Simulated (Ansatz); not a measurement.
**Ta: a two-dimensional strain map**

Aim: for Ta, map the energy over biaxial and axial strain.

Method: DFT r2SCAN, scalar-relativistic, plane waves, PAW, in Ansatz 0.2.0.

1 further run of the same task is left out (set aside as unsound or not needed). Runs told in other sessions of the task aren't counted.

**1. The system as given**

It takes space group P6_322 (No. 182, hexagonal). The conventional cell has a = 5.016 Å, b = 5.016 Å, c = 8.401 Å, α = 90.00°, β = 90.00°, γ = 120.00°. Around Ta (site symmetry 2) lie 8 Ta at 2.70 to 2.94 Å. Ta (site symmetry 32) has 6 Ta at 2.70 Å in its first shell of neighbours.

As a file:

```cif
data_structure
_symmetry_space_group_name_H-M 'P6_322'
_symmetry_Int_Tables_number 182
_cell_length_a 5.0162
_cell_length_b 5.0162
_cell_length_c 8.4010
_cell_angle_alpha 90.000
_cell_angle_beta 90.000
_cell_angle_gamma 120.000
_cell_volume 183.07
loop_
_atom_site_label
_atom_site_type_symbol
_atom_site_symmetry_multiplicity
_atom_site_Wyckoff_symbol
_atom_site_fract_x
_atom_site_fract_y
_atom_site_fract_z
_atom_site_occupancy
Ta1 Ta 6 g 0.00000 0.32353 0.00000 1
Ta2 Ta 2 c 0.66667 0.33333 0.75000 1
```

It goes back to an entry of the Materials Project, which need not be the stable form.

It is the result of an earlier relaxation at this level (volume 22.88 Å³/atom; gap on the mesh: none (metal)).

**2. The reference cell**

Reference values: F = -79543.3421 eV; pressure 0.04 GPa; largest force 0.006 eV/Å; gap on the mesh none (metal). It was computed beforehand with the settings of the runs below.

**3. The scan: a two-dimensional strain map**

The cell is strained by p along both x and y and by q along z, with fractional coordinates fixed.

**4. Point p = -0.080, q = -0.080**

Input file input.yaml:

```yaml
crystal:
  lattice:
    - [4.6148994293, 0.0, 0.0]
    - [-2.3074497147, 3.9966201417, 0.0]
    - [0.0, 0.0, 7.7289341401]
  atoms:
    - { symbol: Ta, position: [0.0, 0.3235295489, 0.0] }
    - { symbol: Ta, position: [0.3235295489, 0.0, 0.0] }
    - { symbol: Ta, position: [0.6764704511, 0.6764704511, 0.0] }
    - { symbol: Ta, position: [0.0, 0.6764704511, 0.5] }
    - { symbol: Ta, position: [0.6764704511, 0.0, 0.5] }
    - { symbol: Ta, position: [0.3235295489, 0.3235295489, 0.5] }
    - { symbol: Ta, position: [0.6666666667, 0.3333333333, 0.75] }
    - { symbol: Ta, position: [0.3333333333, 0.6666666667, 0.25] }
basis:
  ecutwfc: 500
kpoints:
  mp_grid: { grid: [12, 12, 6] }
hamiltonian:
  xc: r2scan
scf:
  occupations: { method: gaussian, width: 0.15 }
output:
  forces: true
  stress: true
  eigenvalues: true
```

The run is started by

```
$ ansatz run input.yaml --threads 2 --pin off --max-ram 5120MiB --backend cpu --events-out ev --progress --plain --runs-dir out
```

The session goes on with these runs: p = -0.080, q = 0.000; point p = -0.080, q = 0.080; p = 0.000, q = -0.080; At p = 0.000, q = 0.080; p = 0.080, q = -0.080; p = 0.080, q = 0.000; point p = 0.080, q = 0.080; At p = -0.080, q = -0.040; At p = -0.080, q = 0.040; p = -0.040, q = -0.080; p = -0.040, q = 0.000.

**Question.** What will these runs give? Wanted: highest point; lowest point away from the origin.

The runs gave:

| quantity | value |
| --- | --- |
| highest point | 660.1 meV/atom at (p, q) = (-0.080, -0.080) |
| lowest point away from the origin | 54.6 meV/atom at (0.000, 0.080) |

The undisturbed cell is the lowest computed point. At |p| = |q| = 0.080, points where p and q have the same sign cost 546.1 meV/atom on average, those of opposite sign 172.2: stretching in the plane is cheaper with a contraction along z. Spin-orbit coupling is left out for Ta.
